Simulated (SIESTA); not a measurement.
**CoPd3 under changes of volume**

One of the cells (13.985 Å³/atom); the others are scaled copies at fixed shape and fractional positions:

```xyz
4
Lattice="3.8245 0.0000 0.0000 0.0000 3.8245 0.0000 0.0000 0.0000 3.8245" Properties=species:S:1:pos:R:3 pbc="T T T"
Pd    1.9123    1.9123    0.0000
Pd    1.9123    0.0000    1.9123
Pd    0.0000    1.9123    1.9123
Co    0.0000    0.0000    0.0000
```

The cell comes from a database or a generator and needn't be the stable form of this composition.

```yaml
Program: SIESTA 5.4.2
Functional: PBEsol
Potentials_or_basis: PseudoDojo 0.4 standard (PBEsol files)
Basis: DZP (energy shift 0.003 Ry; two zetas on semicore shells)
Grid_cutoff: 800 Ry
Energy_shift: 0.003 Ry
k_mesh: 7 × 7 × 7
Occupations: fermi-dirac, width 0.05 eV
Spin: collinear spin, ferromagnetic start
Starting_moments: "[0.0, 0.0, 0.0, 2.0] μB"
```

```csv
volume (Å³/atom),energy over the lowest point (meV/atom),pressure (GPa),moment (μB per cell)
13.415,4.61,5.2,2.99
13.700,0.00,0.3,3.01
13.985,?,?,?
14.556,29.12,-10.3,3.05
14.842,50.43,-13.2,3.06
```

**Question.** What does the run at 13.985 Å³/atom give?

**Answer.** Energy over the lowest point 3.57 meV/atom; pressure -3.8 GPa; moment 3.02 μB per cell.

Worked out: A Birch-Murnaghan fit of order 2 (a polynomial in V^(-2/3)) to the other rows has its minimum at 13.72 Å³/atom with B0 = V·E''(V) = 201 GPa. It gives 3.18 meV/atom at 13.985 Å³/atom, against the run's 3.57, and -dE/dV = -3.7 GPa, against -3.8. A straight line through the other rows of the moment, of slope 0.0484 μB per Å³/atom, gives 3.02 μB, against the run's 3.02.

Energies are extrapolated to zero smearing.

Caveats: short orbitals over semicore shells can move pressures by several GPa; the basis of atomic orbitals isn't converged, which shifts pressures, moduli and gaps.
